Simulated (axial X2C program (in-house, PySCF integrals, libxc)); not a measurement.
# A two-component session on BiAl: properties at the nuclei

Wanted for BiAl: properties at the nuclei, at the two-component level.

Computed with an in-house X2C program for linear molecules on PySCF integrals. Level: two-component X2C with atomic mean-field terms, Bi dyall-cv3z, Al dyall-v3z.

All values are calculated.

### 1 Set-up

Contents of task.json:

```json
{"zs": [83, 13], "q": 0, "bas": ["dyall-cv3z", "dyall-v3z"], "r0": 2.77, "levels": ["PBE0", "HF", "LDA", "PBE50", "BHandHLYP"], "nst": 3}
```

Keys: zs atomic numbers; q charge; bas basis sets; r0 starting distance in Å; levels methods (HF also brings MP2); nst determinants followed.

Started as:

```bash
> python soeom.py task.json out
```

Further steps of the session: Expectation values, lowest determinant; Expectation values, a higher determinant; Expectation values, a higher determinant.

Q: Predict the outcome of this session. Wanted: lowest determinant; Eeff magnitude; Ws magnitude Bi; A∥/gI Bi; qzz Bi; higher determinant (for each run or level that gives them).

The runs gave:

| quantity | value |
| --- | --- |
| lowest determinant | Ω = 1 (excess of +ω over −ω: ω = -1/2, ω = 3/2) |
| Eeff magnitude (GV/cm), PBE0 | 4.87 |
| Ws magnitude Bi (kHz), PBE0 | 5.1 |
| A∥/gI Bi (MHz), PBE0 | 143 |
| qzz Bi (a.u.), PBE0 | -2.72 |
| higher determinant | Ω = 2 (excess of +ω over −ω: ω = 1/2, ω = 3/2) |
| Eeff magnitude (GV/cm), PBE0, higher determinant | 8.08 |
| Ws magnitude Bi (kHz), PBE0, higher determinant | 5.81 |
| A∥/gI Bi (MHz), PBE0, higher determinant | 54.4 |
| qzz Bi (a.u.), PBE0, higher determinant | 2.79 |
| higher determinant | Ω = 0 (closed shell) |
| qzz Bi (a.u.), PBE0, higher determinant | -11.61 |
| qzz Al (a.u.), PBE0, higher determinant | -1.08 |
| μ (D), PBE0, higher determinant | -0.22 |

In words: In the first state, the effective field runs from 2.5 to 7.27 GV/cm over the mean-field levels, so the levels don't agree on it. The expectation values come from single determinants, which for open shells can mix terms of unlike spin or miss the lowest Ω, so a determinant need not be a state. Eeff is the effective electric field on the electron dipole moment in this Ω state and Ws the scalar–pseudoscalar constant (defined with the proton number Z and per Ω); A∥ is the parallel hyperfine constant, which follows by multiplying with the nuclear g factor gI = μI/(I μN); qzz is the electric field gradient, eQq0 = 234.96 MHz × Q/barn × qzz; μ is positive if Al is the positive end. The operators were transformed with the bare-nucleus X2C matrices. A second determinant lies within 0.1 eV of the first, so their order is not settled at this level.
